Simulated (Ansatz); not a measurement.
# C3H5BO: basis-set convergence

The task here is to estimate one member of a computed series from the others.

Program: Ansatz 0.2.0, Gaussian basis. Level of theory: one geometry, several basis sets. These are calculated values, not measurements.

The runs, in order: PBE0-D4/def2-SVP; ωB97M-V/def2-SVP; PBE0-D4/def2-QZVPP; ωB97M-V/def2-QZVPP; the functionals' def2-TZVPP values are taken from earlier runs.

### The relaxed structure

All runs share one geometry, relaxed beforehand with PBE0-D4 in a triple-zeta def2 set.

10 atoms, charge 0, spin multiplicity 1.

Atoms are counted from 1 here; the program's logs count them from 0.

Bond lengths: O1–C2 1.196 Å, C2–C3 1.527 Å, C2–C5 1.527 Å, C3–B4 1.580 Å, C3–H6 1.089 Å, C3–H7 1.100 Å, B4–C5 1.580 Å, B4–H8 1.190 Å, C5–H9 1.089 Å, C5–H10 1.100 Å. Angles: O1–C2–C3 131.6°, O1–C2–C5 131.6°, C3–C2–C5 95.3°, C2–C3–B4 83.8°, C2–C3–H6 119.0°, C2–C3–H7 109.4°, B4–C3–H6 126.5°, B4–C3–H7 107.0°, H6–C3–H7 108.5°, C3–B4–C5 91.1°, C3–B4–H8 134.4°, C5–B4–H8 134.4°, C2–C5–B4 83.8°, C2–C5–H9 119.0°, C2–C5–H10 109.5°, B4–C5–H9 126.5°, B4–C5–H10 107.0°, H9–C5–H10 108.5°.

As a file:

```xyz
10
C3H5BO
O    -0.1932    0.3265   -2.1625
C     0.0093    0.2442   -0.9864
C     0.8689   -0.7185   -0.1709
B    -0.2395   -0.5018    0.9343
C    -0.7449    0.8107    0.2140
H     1.1647   -1.6682   -0.6147
H     1.7740   -0.1974    0.1754
H    -0.5983   -1.1200    1.8858
H    -1.7810    1.1221    0.0876
H    -0.1770    1.6512    0.6404
```

Set-up of the first run:

File in.yaml:

```yaml
crystal:
  periodic: [false, false, false]
  atoms:
    - {symbol: O, position_ang: [-0.193244, 0.326466, -2.162539]}
    - {symbol: C, position_ang: [0.009348, 0.244230, -0.986409]}
    - {symbol: C, position_ang: [0.868871, -0.718512, -0.170917]}
    - {symbol: B, position_ang: [-0.239511, -0.501817, 0.934282]}
    - {symbol: C, position_ang: [-0.744926, 0.810748, 0.213993]}
    - {symbol: H, position_ang: [1.164729, -1.668195, -0.614660]}
    - {symbol: H, position_ang: [1.774018, -0.197429, 0.175389]}
    - {symbol: H, position_ang: [-0.598290, -1.119952, 1.885833]}
    - {symbol: H, position_ang: [-1.781005, 1.122089, 0.087575]}
    - {symbol: H, position_ang: [-0.176991, 1.651171, 0.640352]}
basis:
  gaussian: {orbitals: def2-SVP}
hamiltonian: {xc: pbe0, dispersion: d4}
output: {orbitals: {seedname: orbitals}}
```

Started as:

```
ansatz run in.yaml --threads 2 --pin off --events-out ev --progress --plain --max-ram 4352MiB
```

Among the steps run: PBE0-D4 in def2-SVP; ωB97M-V in def2-SVP; PBE0-D4 in def2-QZVPP; ωB97M-V in def2-QZVPP.

One table of the session follows, with a row left open; its other results are not shown here.

It belongs to the step «Functionals by basis». 

| functional | basis | HOMO (eV) | LUMO (eV) |
| --- | --- | --- | --- |
| PBE0-D4 | def2-SVP | -6.98 | -1.68 |
| PBE0-D4 | def2-TZVPP | -7.11 | -1.77 |
| PBE0-D4 | def2-QZVPP | -7.15 | -1.79 |
| ωB97M-V | def2-SVP | ? | ? |
| ωB97M-V | def2-TZVPP | -9.46 | 0.25 |
| ωB97M-V | def2-QZVPP | -9.49 | 0.19 |

Q: Estimate the row for ωB97M-V, def2-SVP from the others.

**Answer.** HOMO (eV): -9.31; LUMO (eV): 0.41. In the column «HOMO (eV)» it lies between ωB97M-V, def2-TZVPP (-9.46) and PBE0-D4, def2-QZVPP (-7.15).
